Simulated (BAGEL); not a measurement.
**C2H6ClSi (SMILES C[Si](C)Cl): UHF/6-31G(d) (density fitting with qzvpp-jkfit, spherical functions)**

What is the energy change on altering one bond length of C2H6ClSi at UHF/6-31G* (density fitting with qzvpp-jkfit, spherical functions)? 

Program for the calculation: BAGEL 1.2.2.

3 further runs of the same task are left out: 2 that didn't finish, 1 set aside as unsound or not needed. Runs told in other sessions of the task aren't counted.

### 1 The structure to begin with

C2H6ClSi has 10 atoms, charge 0, and is taken as a doublet. SMILES: `C[Si](C)Cl`. Geometry: relaxed at PBE0-D4/def2-TZVP.

Bond lengths: C1–Si2 1.870 Å, Si2–C3 1.870 Å, Si2–Cl4 2.075 Å, C1–H5 1.091 Å, C1–H6 1.093 Å, C1–H7 1.095 Å, C3–H8 1.093 Å, C3–H9 1.095 Å, C3–H10 1.091 Å. Some angles: C1–Si2–C3 112.2°, C1–Si2–Cl4 108.1°, C3–Si2–Cl4 108.1°, Si2–C1–H5 111.1°, Si2–C1–H6 110.2°, Si2–C1–H7 110.0°, Si2–C3–H8 110.2°, Si2–C3–H9 110.0°, Si2–C3–H10 111.1°, H5–C1–H6 108.5°.

### 2 A single-point energy at UHF/6-31G(d) (density fitting with qzvpp-jkfit, spherical functions)

File hf.json:

```json
{ "bagel" : [

{
  "title" : "molecule",
  "basis" : "6-31gs.json",
  "df_basis" : "qzvpp-jkfit",
  "angstrom" : "true",
  "geometry" : [
    { "atom" : "C", "xyz" : [   -0.236500,    1.376200,   -0.713100 ] },
    { "atom" : "Si", "xyz" : [   -0.714400,   -0.381600,   -0.292200 ] },
    { "atom" : "C", "xyz" : [    0.293900,   -1.069300,    1.124100 ] },
    { "atom" : "Cl", "xyz" : [   -0.365700,   -1.561100,   -1.962800 ] },
    { "atom" : "H", "xyz" : [   -0.818600,    1.749800,   -1.556700 ] },
    { "atom" : "H", "xyz" : [   -0.409500,    2.030200,    0.145300 ] },
    { "atom" : "H", "xyz" : [    0.824700,    1.422200,   -0.978000 ] },
    { "atom" : "H", "xyz" : [    0.133100,   -0.473500,    2.026100 ] },
    { "atom" : "H", "xyz" : [    1.359100,   -1.041300,    0.873200 ] },
    { "atom" : "H", "xyz" : [    0.017200,   -2.102900,    1.337200 ] }
  ]
},
{
  "title" : "uhf",
  "nopen" : 1
},
{
  "title" : "print",
  "file" : "orbitals.molden",
  "orbitals" : "true"
}

]}
```

The basis set 6-31G* is read from a file made from the Basis Set Exchange's data (not shown).

Run with:

```console
$ BAGEL_NUM_THREADS=1 BAGEL hf.json > hf.out
```

Standard output:

```text
* using 1 threads per process

  ===============================================================
  ===============================================================

  *** Geometry ***

  { "atom" : "C", "xyz" : [     -0.446920,      2.600641,     -1.347564 ] },
  { "atom" : "Si", "xyz" : [     -1.350020,     -0.721119,     -0.552178 ] },
  { "atom" : "C", "xyz" : [      0.555391,     -2.020684,      2.124241 ] },
  { "atom" : "Cl", "xyz" : [     -0.691073,     -2.950051,     -3.709154 ] },
  { "atom" : "H", "xyz" : [     -1.546930,      3.306643,     -2.941737 ] },
  { "atom" : "H", "xyz" : [     -0.773843,      3.836522,      0.274577 ] },
  { "atom" : "H", "xyz" : [      1.558457,      2.687568,     -1.848152 ] },
  { "atom" : "H", "xyz" : [      0.251523,     -0.894785,      3.828774 ] },
  { "atom" : "H", "xyz" : [      2.568327,     -1.967772,      1.650109 ] },
  { "atom" : "H", "xyz" : [      0.032503,     -3.973905,      2.526942 ] },

  Number of auxiliary basis functions:      514

  Since a DF basis is specified, we compute 2- and 3-index integrals:
    o Being stored without compression. Storage requirement is 0.024 GB

  Number of basis functions:       76
  Number of electrons      :       49

    * METHOD: MOLECULE                             0.23

  *** Open-shell HF ***

  === Nuclear Repulsion ===
   207.0341288874

      * DIIS with orbital gradients will be used.

  === UHF iteration (6-31gs.json) ===
      0       -827.53263785          0.02630761           0.11
      1       -827.64064022          0.00978823           0.11
      2       -827.65514990          0.00379634           0.11
      3       -827.65755377          0.00090333           0.11
      4       -827.65793606          0.00018202           0.11
      5       -827.65796844          0.00008060           0.11
      6       -827.65798137          0.00002195           0.11
      7       -827.65798372          0.00000803           0.11
      8       -827.65798428          0.00000218           0.11
      9       -827.65798434          0.00000091           0.11
     10       -827.65798435          0.00000036           0.11
     11       -827.65798436          0.00000013           0.11
     12       -827.65798436          0.00000007           0.11
     13       -827.65798436          0.00000003           0.11
     14       -827.65798436          0.00000001           0.11
     15       -827.65798436          0.00000001           0.11
    * SCF iteration converged.

    * S^2 (UHF) is 0.7526

    * Permanent dipole moment:
           (   -0.073897,    -0.636627,    -0.825936) a.u.

    * METHOD: UHF                                  1.87

    * METHOD: PRINT                                0.01

  ===============================================================
```

Wall time 2.2 s (1 thread of Arm Neoverse V2, shared host); peak memory 0.12 GiB.

### 3 The distorted shape

File calc.json:

```json
{ "bagel": [

{
  "title": "molecule",
  "basis": "6-31gs.json",
  "df_basis": "qzvpp-jkfit",
  "angstrom": true,
  "geometry": [
    { "atom": "C", "xyz": [      -0.153493,       1.686267,      -0.777027 ] },
    { "atom": "Si", "xyz": [      -0.631393,      -0.071533,      -0.356127 ] },
    { "atom": "C", "xyz": [       0.376907,      -0.759233,       1.060173 ] },
    { "atom": "Cl", "xyz": [      -0.282693,      -1.251033,      -2.026727 ] },
    { "atom": "H", "xyz": [      -0.735593,       2.059867,      -1.620627 ] },
    { "atom": "H", "xyz": [      -0.326493,       2.340267,       0.081373 ] },
    { "atom": "H", "xyz": [       0.907707,       1.732267,      -1.041927 ] },
    { "atom": "H", "xyz": [       0.216107,      -0.163433,       1.962173 ] },
    { "atom": "H", "xyz": [       1.442107,      -0.731233,       0.809273 ] },
    { "atom": "H", "xyz": [       0.017200,      -2.102900,       1.337200 ] }
  ]
},

{ "title": "uhf", "nopen": 1 },

{ "title": "print", "file": "orbitals.molden", "orbitals": true }

]}
```

The basis set 6-31G* is read from a file made from the Basis Set Exchange's data (not shown).

Run with:

```console
$ BAGEL_NUM_THREADS=1 BAGEL calc.json > calc.out
```

Standard output:

```text
* using 1 threads per process

  ===============================================================
  ===============================================================

  *** Geometry ***

  { "atom" : "C", "xyz" : [     -0.290060,      3.186583,     -1.468368 ] },
  { "atom" : "Si", "xyz" : [     -1.193160,     -0.135178,     -0.672982 ] },
  { "atom" : "C", "xyz" : [      0.712251,     -1.434742,      2.003437 ] },
  { "atom" : "Cl", "xyz" : [     -0.534212,     -2.364110,     -3.829959 ] },
  { "atom" : "H", "xyz" : [     -1.390069,      3.892584,     -3.062541 ] },
  { "atom" : "H", "xyz" : [     -0.616982,      4.422464,      0.153773 ] },
  { "atom" : "H", "xyz" : [      1.715318,      3.273510,     -1.968957 ] },
  { "atom" : "H", "xyz" : [      0.408383,     -0.308844,      3.707970 ] },
  { "atom" : "H", "xyz" : [      2.725187,     -1.381830,      1.529304 ] },
  { "atom" : "H", "xyz" : [      0.032503,     -3.973905,      2.526942 ] },

  Number of auxiliary basis functions:      514

  Since a DF basis is specified, we compute 2- and 3-index integrals:
    o Being stored without compression. Storage requirement is 0.024 GB

  Number of basis functions:       76
  Number of electrons      :       49

    * METHOD: MOLECULE                             0.23

  *** Open-shell HF ***

  === Nuclear Repulsion ===
   205.8513318402

      * DIIS with orbital gradients will be used.

  === UHF iteration (6-31gs.json) ===
      0       -827.49359962          0.02568232           0.11
      1       -827.59797991          0.00967213           0.11
      2       -827.61242084          0.00395264           0.11
      3       -827.61496314          0.00094731           0.11
      4       -827.61538634          0.00022313           0.11
      5       -827.61542287          0.00009397           0.11
      6       -827.61543957          0.00002415           0.11
      7       -827.61544194          0.00000962           0.11
      8       -827.61544243          0.00000432           0.11
      9       -827.61544256          0.00000138           0.11
     10       -827.61544258          0.00000056           0.11
     11       -827.61544259          0.00000022           0.11
     12       -827.61544259          0.00000011           0.11
     13       -827.61544259          0.00000005           0.11
     14       -827.61544259          0.00000003           0.11
     15       -827.61544259          0.00000002           0.11
     16       -827.61544259          0.00000001           0.11
     17       -827.61544259          0.00000001           0.11
    * SCF iteration converged.

    * S^2 (UHF) is 0.7526

    * Permanent dipole moment:
           (   -0.093852,    -0.742032,    -0.789037) a.u.

    * METHOD: UHF                                  2.12

    * METHOD: PRINT                                0.01

  ===============================================================
```

It took 2.5 s on 1 thread of Arm Neoverse V2, shared host; peak memory 0.12 GiB.

### 4 What came out

At UHF/6-31G* (density fitting with qzvpp-jkfit, spherical functions):

```
                                                          quantity          value
                                         first shape: total energy  -827.65798 Eh
                                        first shape: dipole moment         2.66 D
                                                 first shape: ⟨S²⟩          0.753
                                     distorted shape: total energy  -827.61544 Eh
                                    distorted shape: dipole moment         2.76 D
                                             distorted shape: ⟨S²⟩          0.753
energy change with the C3–H10 bond stretched from 1.091 to 1.418 Å       1.158 eV
```

**Reading.** With the C3–H10 bond stretched from 1.091 to 1.418 Å the energy rises by 1.16 eV (27 kcal/mol). The first shape isn't relaxed at this level, so the change isn't measured from a minimum.
